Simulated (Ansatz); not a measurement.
# C2HF2Ge radical: single points with varied inputs

How do the results and run time of C2HF2Ge radical respond when the settings are drawn wide?

The runs use Ansatz 0.2.0, Gaussian basis; the settings change from run to run.

## 1. The relaxed structure

The structure was relaxed beforehand with PBE0-D4 in a triple-zeta def2 set.

SMILES `C#[C][Ge]([F])[F]`, 6 atoms, charge 0, spin multiplicity 2.

Atoms are counted from 1 here; the program's logs count them from 0.

Bond lengths: C1–C2 1.206 Å, C1–H6 1.067 Å, C2–Ge3 1.892 Å, Ge3–F4 1.728 Å, Ge3–F5 1.728 Å. Angles: C2–C1–H6 178.2°, C1–C2–Ge3 171.1°, C2–Ge3–F4 108.5°, C2–Ge3–F5 108.5°, F4–Ge3–F5 104.7°.

Geometry (Å):

```xyz
6
C2HF2Ge
C    -0.19010    0.51838    1.69295
C    -0.13142    0.20416    0.53033
Ge   -0.28960   -0.13967   -1.32314
F    -0.27660   -1.85064   -1.56514
F     1.14289    0.42407   -2.10822
H    -0.21317    0.77970    2.72702
```

## 2. B97/def2-TZVPD

This run has restricted open-shell orbitals, the search for lower states set to off.

The input, in.yaml:

```yaml
crystal:
  periodic: [false, false, false]
  atoms:
    - {symbol: C, position_ang: [-0.190100, 0.518382, 1.692948]}
    - {symbol: C, position_ang: [-0.131417, 0.204157, 0.530329]}
    - {symbol: Ge, position_ang: [-0.289598, -0.139669, -1.323139]}
    - {symbol: F, position_ang: [-0.276601, -1.850641, -1.565139]}
    - {symbol: F, position_ang: [1.142887, 0.424070, -2.108219]}
    - {symbol: H, position_ang: [-0.213171, 0.779702, 2.727020]}
basis:
  gaussian: {orbitals: def2-TZVPD}
magnetization: {spin_polarized: false, initial_magnetization: 1}
hamiltonian: {xc: {name: B97}}
scf: {lower_state_search: off}
output: {forces: true}
```

On the command line:

```bash
ansatz run in.yaml --threads 2 --pin off --events-out ev --progress --plain --max-ram 32768MiB --backend cpu
```

Standard output, cut to the lines that bear on the results:

```text
Functional definition: B97
  name "B97"
  cite "Becke, J. Chem. Phys. 107, 8554 (1997) doi:10.1063/1.475007"
[...]
      + integral(e_c_pw_opposite_spin*poly(b97_u_opposite, cos0, cos1, cos2))
[...]
1207 factors; their error is unknown
[...]
mean field -64039.22482897 eV, -2353.3981051189 hartree, gradient 1.3e-6 eV, S^2 0.750000; 0 other end points of the search recorded, 0 dependent functions left out
[...]
reference -64039.22486688 eV, -2353.3981065123 hartree; 32, 31 occupied and 185, 186 virtual orbitals, 1207 factors
Total energy: -64039.22486688 eV, -2353.3981065123 hartree
Atom 0 at    -0.190100     0.518382     1.692948 Å, force    -0.042158     0.127694     0.424488 eV/Å
Atom 1 at    -0.131417     0.204157     0.530329 Å, force     0.058845    -0.082842    -0.193013 eV/Å
Atom 2 at    -0.289598    -0.139669    -1.323139 Å, force    -0.339804     0.211258    -0.003624 eV/Å
Atom 3 at    -0.276601    -1.850641    -1.565139 Å, force     0.000437    -0.381105    -0.057677 eV/Å
Atom 4 at     1.142887     0.424070    -2.108219 Å, force     0.317111     0.126418    -0.178858 eV/Å
Atom 5 at    -0.213171     0.779702     2.727020 Å, force     0.005569    -0.001422     0.008683 eV/Å
Dipole moment:    -0.337883     0.316953     0.444401 e Å
Checks for a lower state left out: stability, starts, cluster_reference, orbital_swaps, neighbouring_geometries, increment
```

It took 14 s on 2 threads, shared host; peak memory 0.69 GiB.

Largest force 0.445 eV/Å, dipole 3.08 D.

## 3. LC-wPBE/def2-TZVPD

This run has finite nuclei.

in.yaml, as its differences from that of step 2:

```diff
@@ -10,6 +10,4 @@
 basis:
-  gaussian: {orbitals: def2-TZVPD}
-magnetization: {spin_polarized: false, initial_magnetization: 1}
-hamiltonian: {xc: {name: B97}}
-scf: {lower_state_search: off}
-output: {forces: true}
+  gaussian: {orbitals: def2-TZVPD, nuclear_model: gaussian}
+magnetization: {spin_polarized: true, initial_magnetization: 1}
+hamiltonian: {xc: {name: LC-wPBE}}
```

The command is unchanged.

Standard output, cut to the lines that bear on the results:

```text
Functional definition: LC-wPBE
  name "LC-wPBE"
  cite "Vydrov & Scuseria, J. Chem. Phys. 125, 234109 (2006) doi:10.1063/1.2409292"
  cite "Heyd & Scuseria, J. Chem. Phys. 120, 7274 (2004) doi:10.1063/1.1668634"
  cite "Ernzerhof & Perdew, J. Chem. Phys. 109, 3313 (1998) doi:10.1063/1.476928"
  cite "Perdew, Burke & Ernzerhof, Phys. Rev. Lett. 77, 3865 (1996) doi:10.1103/PhysRevLett.77.3865"
  parent pbe
[...]
1166 factors; their error is unknown
376 factors; integrals over basis functions are off by at most 5.7e-5 eV
[...]
mean field -64032.09963977 eV, -2353.1362592456 hartree, gradient 8.0e-5 eV, S^2 0.753391; 0 other end points of the search recorded, 0 dependent functions left out
reference -64032.09963978 eV, -2353.1362592460 hartree; 32, 31 occupied and 185, 186 virtual orbitals, 1166 factors
Total energy: -64032.09963978 eV, -2353.1362592460 hartree
```

It took 17 s on 2 threads, shared host; peak memory 0.83 GiB.

⟨S²⟩ 0.753.

## 4. r2SCAN0/def2-TZVP

in.yaml, as its differences from that of step 3:

```diff
@@ -10,4 +10,4 @@
 basis:
-  gaussian: {orbitals: def2-TZVPD, nuclear_model: gaussian}
+  gaussian: {orbitals: def2-TZVP}
 magnetization: {spin_polarized: true, initial_magnetization: 1}
-hamiltonian: {xc: {name: LC-wPBE}}
+hamiltonian: {xc: {name: r2SCAN0}}
```

Launched as before.

Standard output, cut to the lines that bear on the results:

```text
Functional definition: r2SCAN0
  name "r2SCAN0"
  cite "Bursch, Neugebauer, Ehlert & Grimme, J. Chem. Phys. 156, 134105 (2022) doi:10.1063/5.0086040"
  cite "Furness, Kaplan, Ning, Perdew & Sun, J. Phys. Chem. Lett. 11, 8208 (2020) doi:10.1021/acs.jpclett.0c02405"
  cite "Furness, Kaplan, Ning, Perdew & Sun, J. Phys. Chem. Lett. 11, 9248 (2020) doi:10.1021/acs.jpclett.0c03077"
  parent r2scan
[...]
1117 factors; their error is unknown
[...]
mean field -64039.22632301 eV, -2353.3981600241 hartree, gradient 8.5e-5 eV, S^2 0.754213; 0 other end points of the search recorded, 0 dependent functions left out
reference -64039.22633120 eV, -2353.3981603248 hartree; 32, 31 occupied and 146, 147 virtual orbitals, 1117 factors
Total energy: -64039.22633120 eV, -2353.3981603248 hartree
```

It took 11 s on 2 threads, shared host; peak memory 0.62 GiB.

⟨S²⟩ 0.754.

## 5. PBEsol/def2-mTZVPP

Set apart from the defaults: D4 dispersion.

in.yaml, as its differences from that of step 4:

```diff
@@ -10,4 +10,4 @@
 basis:
-  gaussian: {orbitals: def2-TZVP}
+  gaussian: {orbitals: def2-mTZVPP}
 magnetization: {spin_polarized: true, initial_magnetization: 1}
-hamiltonian: {xc: {name: r2SCAN0}}
+hamiltonian: {xc: {name: PBEsol}, dispersion: d4}
```

Same command.

Standard output:

```text
Functional definition: PBEsol
  name "PBEsol"
  cite "Perdew et al., Phys. Rev. Lett. 100, 136406 (2008) doi:10.1103/PhysRevLett.100.136406"
  cite "Perdew, Burke & Ernzerhof, Phys. Rev. Lett. 77, 3865 (1996) doi:10.1103/PhysRevLett.77.3865"
  parent pbesol
  exchange = pbesol_x
  correlation = pbesol_c
1073 factors; their error is unknown
mean field evaluation 1: about -63950.8655 eV, gradient 5.4e1 eV
mean field evaluation 2: about -63895.7053 eV, gradient 1.2e2 eV
mean field evaluation 4: about -63959.8020 eV, gradient 2.3e1 eV
mean field evaluation 8: about -63962.4552 eV, gradient 2.6e-1 eV
mean field evaluation 16: about -63962.4353 eV, gradient 1.9e-4 eV
mean field -63962.43533162 eV, -2350.5761431413 hartree, gradient 4.3e-5 eV, S^2 0.751228; 0 other end points of the search recorded, 0 dependent functions left out
reference -63962.43536228 eV, -2350.5761442678 hartree; 32, 31 occupied and 95, 96 virtual orbitals, 1073 factors
Total energy: -63962.47572512 eV, -2350.5776275748 hartree
```

It took 2.6 s on 2 threads, shared host.

⟨S²⟩ 0.751.

## 6. wB97M-V/aug-cc-pVDZ

Set apart from the defaults: charge +1, multiplicity 1, atoms shaken by 0.03 Å, density fitting with cc-pVTZ-jkfit, the search for lower states set to light.

The input, in.yaml:

```yaml
crystal:
  periodic: [false, false, false]
  atoms:
    - {symbol: C, position_ang: [-0.190814, 0.470700, 1.720538]}
    - {symbol: C, position_ang: [-0.154843, 0.194192, 0.554377]}
    - {symbol: Ge, position_ang: [-0.231978, -0.144070, -1.340683]}
    - {symbol: F, position_ang: [-0.287138, -1.815238, -1.553355]}
    - {symbol: F, position_ang: [1.108581, 0.424417, -2.121484]}
    - {symbol: H, position_ang: [-0.217807, 0.761309, 2.726898]}
basis:
  gaussian: {orbitals: aug-cc-pVDZ, fitting: {mean_field: cc-pVTZ-jkfit}}
total_charge: 1
hamiltonian: {xc: {name: wB97M-V}}
scf: {lower_state_search: light}
output: {forces: true}
```

The command is unchanged.

Standard output, cut to the lines that bear on the results:

```text
Functional definition: wB97M-V
  name "wB97M-V"
  cite "Mardirossian & Head-Gordon, J. Chem. Phys. 144, 214110 (2016) doi:10.1063/1.4952647"
  cite "Becke, J. Chem. Phys. 107, 8554 (1997) doi:10.1063/1.475007"
  cite "Vydrov & Van Voorhis, J. Chem. Phys. 133, 244103 (2010) doi:10.1063/1.3521275"
  # Of w^i u^j: cxij and so on, Table III.
[...]
  gx(w, u) = 1 - cx + cx01*u + cx10*w
  gss(w, u) = css00 + css04*u^4 + css10*w + css20*w^2 + css43*w^4*u^3
  gos(w, u) = cos00 + cos10*w + (cos20 + cos21*u)*w^2 + (cos60 + cos61*u)*w^6
[...]
      + integral(e_c_pw_mod_opposite_spin*gos(b97_w_opposite, b97_u_opposite)) + vv10(b, c)
553 factors; integrals over basis functions are off by at most 2.8e-1 eV
553 factors; integrals over basis functions are off by at most 4.8e-3 eV
[...]
mean field -64026.33042766 eV, -2352.9242446110 hartree, gradient 3.1e-5 eV, S^2 0.000000; 0 other end points of the search recorded, 0 dependent functions left out
[...]
reference -64026.33049767 eV, -2352.9242471840 hartree; 31, 31 occupied and 106, 106 virtual orbitals, 553 factors
Total energy: -64026.33049767 eV, -2352.9242471840 hartree
Atom 0 at    -0.190814     0.470700     1.720538 Å, force    -0.248364     0.352581     0.445089 eV/Å
Atom 1 at    -0.154843     0.194192     0.554377 Å, force    -0.820922    -0.240026    -3.948556 eV/Å
Atom 2 at    -0.231978    -0.144070    -1.340683 Å, force     1.175195    -1.119897     4.408982 eV/Å
Atom 3 at    -0.287138    -1.815238    -1.553355 Å, force    -0.793598    -0.141180    -0.760129 eV/Å
Atom 4 at     1.108581     0.424417    -2.121484 Å, force     0.573983     0.983913    -1.422281 eV/Å
Atom 5 at    -0.217807     0.761309     2.726898 Å, force     0.113705     0.164610     1.276895 eV/Å
Dipole moment:    -0.555828     0.523247     0.496150 e Å
```

Wall time 10 s (2 threads, shared host).

Largest force 4.698 eV/Å.

## 7. wB97/def2-TZVPD

The input, in.yaml:

```yaml
crystal:
  periodic: [false, false, false]
  atoms:
    - {symbol: C, position_ang: [-0.190100, 0.518382, 1.692948]}
    - {symbol: C, position_ang: [-0.131417, 0.204157, 0.530329]}
    - {symbol: Ge, position_ang: [-0.289598, -0.139669, -1.323139]}
    - {symbol: F, position_ang: [-0.276601, -1.850641, -1.565139]}
    - {symbol: F, position_ang: [1.142887, 0.424070, -2.108219]}
    - {symbol: H, position_ang: [-0.213171, 0.779702, 2.727020]}
basis:
  gaussian: {orbitals: def2-TZVPD}
magnetization: {spin_polarized: true, initial_magnetization: 1}
hamiltonian: {xc: {name: wB97}}
output: {forces: true}
```

The command is unchanged.

Standard output, cut to the lines that bear on the results:

```text
Functional definition: wB97
  name "wB97"
  cite "Chai & Head-Gordon, J. Chem. Phys. 128, 084106 (2008) doi:10.1063/1.2834918"
  cite "Becke, J. Chem. Phys. 107, 8554 (1997) doi:10.1063/1.475007"
[...]
  # The coefficients of nought are those of the uniform gas.
[...]
      + integral(e_c_pw_opposite_spin*poly(b97_u_opposite, 1, cos1, cos2, cos3, cos4))
1166 factors; their error is unknown
376 factors; integrals over basis functions are off by at most 5.7e-5 eV
[...]
mean field -64047.30385543 eV, -2353.6950038651 hartree, gradient 7.5e-5 eV, S^2 0.753674; 0 other end points of the search recorded, 0 dependent functions left out
[...]
reference -64047.30384288 eV, -2353.6950034040 hartree; 32, 31 occupied and 185, 186 virtual orbitals, 1166 factors
Total energy: -64047.30384288 eV, -2353.6950034040 hartree
Atom 0 at    -0.190100     0.518382     1.692948 Å, force     0.040954    -0.115398    -0.376392 eV/Å
Atom 1 at    -0.131417     0.204157     0.530329 Å, force    -0.050261     0.109301     0.326539 eV/Å
Atom 2 at    -0.289598    -0.139669    -1.323139 Å, force    -0.167786     0.123137     0.076891 eV/Å
Atom 3 at    -0.276601    -1.850641    -1.565139 Å, force     0.001812    -0.213430    -0.032777 eV/Å
Atom 4 at     1.142887     0.424070    -2.108219 Å, force     0.178194     0.069277    -0.100284 eV/Å
Atom 5 at    -0.213171     0.779702     2.727020 Å, force    -0.002915     0.027113     0.106023 eV/Å
Dipole moment:    -0.338285     0.320317     0.457436 e Å
```

Run time: 40 s. Hardware: 2 threads, shared host; peak memory 0.92 GiB.

Largest force 0.396 eV/Å, dipole 3.14 D, ⟨S²⟩ 0.754.

## 8. wB97M-V/aug-pcseg-2

Set apart from the defaults: a grid of angular degree 11, finite nuclei, high accuracy.

in.yaml, as its differences from that of step 7:

```diff
@@ -10,5 +10,6 @@
 basis:
-  gaussian: {orbitals: def2-TZVPD}
+  gaussian: {orbitals: aug-pcseg-2, final_grid: {core_spheres: 5, valence_spheres: 4, degree: 11}, nuclear_model: gaussian}
 magnetization: {spin_polarized: true, initial_magnetization: 1}
-hamiltonian: {xc: {name: wB97}}
+hamiltonian: {xc: {name: wB97M-V}}
+accuracy: high
 output: {forces: true}
```

Launched as before.

Standard output, cut to the lines that bear on the results:

```text
Functional definition: wB97M-V
  name "wB97M-V"
  cite "Mardirossian & Head-Gordon, J. Chem. Phys. 144, 214110 (2016) doi:10.1063/1.4952647"
  cite "Becke, J. Chem. Phys. 107, 8554 (1997) doi:10.1063/1.475007"
  cite "Vydrov & Van Voorhis, J. Chem. Phys. 133, 244103 (2010) doi:10.1063/1.3521275"
  # Of w^i u^j: cxij and so on, Table III.
[...]
  gx(w, u) = 1 - cx + cx01*u + cx10*w
  gss(w, u) = css00 + css04*u^4 + css10*w + css20*w^2 + css43*w^4*u^3
  gos(w, u) = cos00 + cos10*w + (cos20 + cos21*u)*w^2 + (cos60 + cos61*u)*w^6
[...]
      + integral(e_c_pw_mod_opposite_spin*gos(b97_w_opposite, b97_u_opposite)) + vv10(b, c)
3882 factors; integrals over basis functions are off by at most 4.4e-9 eV
726 factors; integrals over basis functions are off by at most 2.2e-9 eV
[...]
mean field -64039.88217327 eV, -2353.4222620765 hartree, gradient 6.6e-8 eV, S^2 0.752272; 0 other end points of the search recorded, 0 dependent functions left out
[...]
reference -64039.88218098 eV, -2353.4222623598 hartree; 32, 31 occupied and 234, 235 virtual orbitals, 3882 factors
Total energy: -64039.88218098 eV, -2353.4222623598 hartree
Atom 0 at    -0.190100     0.518382     1.692948 Å, force    -0.000142    -0.047061    -0.197612 eV/Å
Atom 1 at    -0.131417     0.204157     0.530329 Å, force     0.021887     0.079680     0.391031 eV/Å
Atom 2 at    -0.289598    -0.139669    -1.323139 Å, force    -0.268141     0.176883     0.039726 eV/Å
Atom 3 at    -0.276601    -1.850641    -1.565139 Å, force     0.085448    -0.147330    -0.053214 eV/Å
Atom 4 at     1.142887     0.424070    -2.108219 Å, force     0.155551    -0.034933    -0.080051 eV/Å
Atom 5 at    -0.213171     0.779702     2.727020 Å, force     0.005396    -0.027239    -0.099880 eV/Å
Dipole moment:    -0.354126     0.325392     0.437291 e Å
```

It took 88 s on 2 threads, shared host; peak memory 2.8 GiB.

Largest force 0.400 eV/Å, dipole 3.12 D, ⟨S²⟩ 0.752.

## 9. B2GP-PLYP/cc-pVDZ

in.yaml, as its differences from that of step 8:

```diff
@@ -10,6 +10,5 @@
 basis:
-  gaussian: {orbitals: aug-pcseg-2, final_grid: {core_spheres: 5, valence_spheres: 4, degree: 11}, nuclear_model: gaussian}
+  gaussian: {orbitals: cc-pVDZ}
 magnetization: {spin_polarized: true, initial_magnetization: 1}
-hamiltonian: {xc: {name: wB97M-V}}
-accuracy: high
+hamiltonian: {xc: {name: B2GP-PLYP}}
 output: {forces: true}
```

The command is unchanged.

Standard output, cut to the lines that bear on the results:

```text
Functional definition: B2GP-PLYP
  name "B2GP-PLYP"
  cite "Karton, Tarnopolsky, Lamère, Schatz & Martin, J. Phys. Chem. A 112, 12868 (2008) doi:10.1021/jp801805p"
  cite "Becke, Phys. Rev. A 38, 3098 (1988) doi:10.1103/PhysRevA.38.3098"
  cite "Lee, Yang & Parr, Phys. Rev. B 37, 785 (1988) doi:10.1103/PhysRevB.37.785"
[...]
899 factors; integrals over basis functions are off by at most 1.2e-3 eV
[...]
mean field -64009.42827532 eV, -2352.3031019693 hartree, gradient 2.8e-6 eV, S^2 0.755063; 0 other end points of the search recorded, 0 dependent functions left out
13 core orbitals not correlated: weight in the atoms' cores, before any rotation towards them, 1.000 or more for the frozen orbitals, at most 0.000 for the correlated occupied ones
reference -64009.42837447 eV, -2352.3031056131 hartree; 19, 18 occupied and 56, 57 virtual orbitals, 899 factors
second order -22.54655086 eV of doubles, -0.00000000 eV of singles
[...]
Total energy: -64017.54513278 eV, -2352.6013909792 hartree
Atom 0 at    -0.190100     0.518382     1.692948 Å, force    -0.088747     0.463974     1.711086 eV/Å
Atom 1 at    -0.131417     0.204157     0.530329 Å, force     0.067239    -0.465704    -1.774510 eV/Å
Atom 2 at    -0.289598    -0.139669    -1.323139 Å, force    -0.494024     0.363016     0.228878 eV/Å
Atom 3 at    -0.276601    -1.850641    -1.565139 Å, force    -0.022984    -0.657819    -0.103291 eV/Å
Atom 4 at     1.142887     0.424070    -2.108219 Å, force     0.535663     0.237472    -0.317049 eV/Å
Atom 5 at    -0.213171     0.779702     2.727020 Å, force     0.002853     0.059061     0.254887 eV/Å
Dipole moment:    -0.360058     0.322495     0.409656 e Å
```

It took 14 s on 2 threads, shared host.

Largest force 1.836 eV/Å, dipole 3.04 D, ⟨S²⟩ 0.755.

## 10. wPBEh/aug-cc-pVDZ

Options: charge -1, multiplicity 1, unrestricted orbitals, atoms shaken by 0.03 Å.

The input, in.yaml:

```yaml
crystal:
  periodic: [false, false, false]
  atoms:
    - {symbol: C, position_ang: [-0.150033, 0.507099, 1.683271]}
    - {symbol: C, position_ang: [-0.141861, 0.205318, 0.553261]}
    - {symbol: Ge, position_ang: [-0.247906, -0.165579, -1.264984]}
    - {symbol: F, position_ang: [-0.290506, -1.831364, -1.544934]}
    - {symbol: F, position_ang: [1.150966, 0.465837, -2.112346]}
    - {symbol: H, position_ang: [-0.159706, 0.820803, 2.802105]}
basis:
  gaussian: {orbitals: aug-cc-pVDZ}
total_charge: -1
magnetization: {spin_polarized: true, initial_magnetization: 0}
hamiltonian: {xc: {name: wPBEh}}
output: {forces: true}
```

Launched as before.

Standard output, cut to the lines that bear on the results:

```text
Functional definition: wPBEh
  name "wPBEh"
  cite "Heyd, Scuseria & Ernzerhof, J. Chem. Phys. 118, 8207 (2003) doi:10.1063/1.1564060"
  cite "Krukau, Vydrov, Izmaylov & Scuseria, J. Chem. Phys. 125, 224106 (2006) doi:10.1063/1.2404663"
  cite "Heyd & Scuseria, J. Chem. Phys. 120, 7274 (2004) doi:10.1063/1.1668634"
  cite "Ernzerhof & Perdew, J. Chem. Phys. 109, 3313 (1998) doi:10.1063/1.476928"
  cite "Perdew, Burke & Ernzerhof, Phys. Rev. Lett. 77, 3865 (1996) doi:10.1103/PhysRevLett.77.3865"
  parent pbe
[...]
1392 factors; integrals over basis functions are off by at most 1.0e-3 eV
182 factors; integrals over basis functions are off by at most 7.7e-7 eV
[...]
mean field -64028.27774555 eV, -2352.9958072234 hartree, gradient 2.5e-5 eV, S^2 0.000000; 1 other end points of the search recorded, 0 dependent functions left out
[...]
reference -64028.27780389 eV, -2352.9958093676 hartree; 32, 32 occupied and 105, 105 virtual orbitals, 1392 factors
Total energy: -64028.27780389 eV, -2352.9958093676 hartree
Atom 0 at    -0.150033     0.507099     1.683271 Å, force    -0.240333     2.683470     9.436435 eV/Å
Atom 1 at    -0.141861     0.205318     0.553261 Å, force     1.889632    -2.334603    -4.162520 eV/Å
Atom 2 at    -0.247906    -0.165579    -1.264984 Å, force    -4.906726     4.257954    -2.357326 eV/Å
Atom 3 at    -0.290506    -1.831364    -1.544934 Å, force     1.005815    -3.995084     0.045770 eV/Å
Atom 4 at     1.150966     0.465837    -2.112346 Å, force     2.371670     0.085076    -0.206919 eV/Å
Atom 5 at    -0.159706     0.820803     2.802105 Å, force    -0.120057    -0.696813    -2.755440 eV/Å
Dipole moment:     0.220955    -0.065887     0.574368 e Å
```

Run time: 13 s. Hardware: 2 threads, shared host; peak memory 0.54 GiB.

Largest force 9.814 eV/Å, ⟨S²⟩ 0.000.

## 11. The runs in one table

| level | charge | multiplicity | geometry | functions | energy (eV) | time |
| --- | --- | --- | --- | --- | --- | --- |
| B97/def2-TZVPD | 0 | 2 | relaxed | 217 | -64039.225 | 14 s |
| LC-wPBE/def2-TZVPD | 0 | 2 | relaxed | 217 | -64032.100 | 17 s |
| r2SCAN0/def2-TZVP | 0 | 2 | relaxed | 178 | -64039.226 | 11 s |
| PBEsol/def2-mTZVPP | 0 | 2 | relaxed | 127 | -63962.476 | 2.6 s |
| wB97M-V/aug-cc-pVDZ | 1 | 1 | shaken | 137 | -64026.330 | 10 s |
| wB97/def2-TZVPD | 0 | 2 | relaxed | 217 | -64047.304 | 40 s |
| wB97M-V/aug-pcseg-2 | 0 | 2 | relaxed | 266 | -64039.882 | 88 s |
| B2GP-PLYP/cc-pVDZ | 0 | 2 | relaxed | 88 | -64017.545 | 14 s |
| wPBEh/aug-cc-pVDZ | -1 | 1 | shaken | 137 | -64028.278 | 13 s |

## 12. Summary of results

```
                                         quantity                      value
                                             runs                          9
                                         quickest  PBEsol/def2-mTZVPP, 2.6 s
                                          slowest  wB97M-V/aug-pcseg-2, 88 s
spread of total energies, same state and geometry                    84.8 eV
                  dipole, same state and geometry             3.04 to 3.14 D
```

**Reading.** wB97M-V/aug-pcseg-2 took 34 times as long as PBEsol/def2-mTZVPP. The jobs differ in tasks and options as well as level. Total energies at one charge and spin differ by 85 eV between levels, so only differences within one level mean anything. At the PBE0-D4/def2-TZVP geometry and in the same state, runs without warnings or point charges leave forces up to 1.84 eV/Å (B2GP-PLYP/cc-pVDZ). At that geometry and state the dipole changes by 3 % between the lowest and highest value.
